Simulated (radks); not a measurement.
# Filling a jellium sphere with rs = 3.8 bohr: electrons 1 to 7

Aim: add electrons one at a time to a jellium sphere with rs = 3.8 bohr, try the lowest free levels for each, keep the configuration of least energy, and see where shells close. The background charge grows with the count, so each cluster is neutral; its cation and anion are computed too.

Method: non-relativistic spin-polarised Kohn-Sham, PBE, spherically averaged shells; computed with radks, version 2.

### Step 1. What is given

```
well                     : a jellium sphere with rs = 3.8 bohr
functional               : PBE
levels                   : named by radial order: 1s, 1p, 1d, 2s, 1f and so on
units                    : hartree and bohr; summary energies in eV
configuration carried in : none
```

After this run come: Electron number 1; N = 2; 3 electrons; N = 4; 5 electrons; N = 6; N = 7.

Q: Predict the outcome of this session. Wanted: closed shells at N; largest second difference; most unpaired electrons; ionisation energies; configuration at N = 7.

The runs gave:

| quantity | value |
| --- | --- |
| closed shells at N | 2 |
| largest second difference | 1.08 eV at N = 2 (of N = 2 to 6) |
| most unpaired electrons | 3 at N = 5 |
| ionisation energies | 3.93 to 5.41 eV |
| configuration at N = 7 | 1s2 1p(up 3, down 2) |

All occupied shells are full at N = 2, and the second difference peaks there. Among the lowest states kept at each count, up to 3 electrons are unpaired (N = 5), since exchange favours parallel spins. The anion gave no bound, converged state at N = 2, 3, 4, 5 and 6; semilocal functionals bind extra electrons too weakly, through self-interaction. The ions keep the filling of the neutral cluster, less or plus one electron, without a search of their own. The model keeps every shell spherical, so real clusters and dots, which can deform, may order levels otherwise.
